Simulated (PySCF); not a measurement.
# AgH6N2 ([Ag(NH3)2]+): the cost of one run

Programs: PySCF 2.14.0, with routines of our own; each step states its level. All values are computed. Atoms count from 0.

### 1 The starting structure

9 atoms, charge 1, multiplicity 1; geometry from: GFN2-xTB.

### 2 Optimising the geometry at PBE0-D3(BJ)/def2-SVP

Job settings and geometry (Å):

```
{"job": {"xc": "PBE0", "basis": "def2-SVP", "d3": "d3bj", "grid": 1, "maxiter": 30, "shake": 0.03, "kind": "geom"}, "charge": 1, "multiplicity": 1}
Ag     0.065840    -0.073440     0.012510
N     -0.020750    -0.029030     2.258630
H     -0.479480     0.820080     2.634770
H      1.033500    -0.077340     2.648270
H     -0.540200    -0.820280     2.613260
N     -0.007490     0.030420    -2.272190
H     -0.909180     0.012610    -2.653150
H      0.520690    -0.781740    -2.674200
H      0.469810     0.849280    -2.593570
```

Command:

```
$ OMP_NUM_THREADS=1 python heavy_run.py task.json out
```

One launch serves the whole session: the jobs run in the order shown.

Q: Estimate the wall time and peak memory of this first job on 1 thread of Intel Xeon Platinum 8175M at 2.50GHz, shared host.

About 39 s, with a peak of 0.36 GiB.
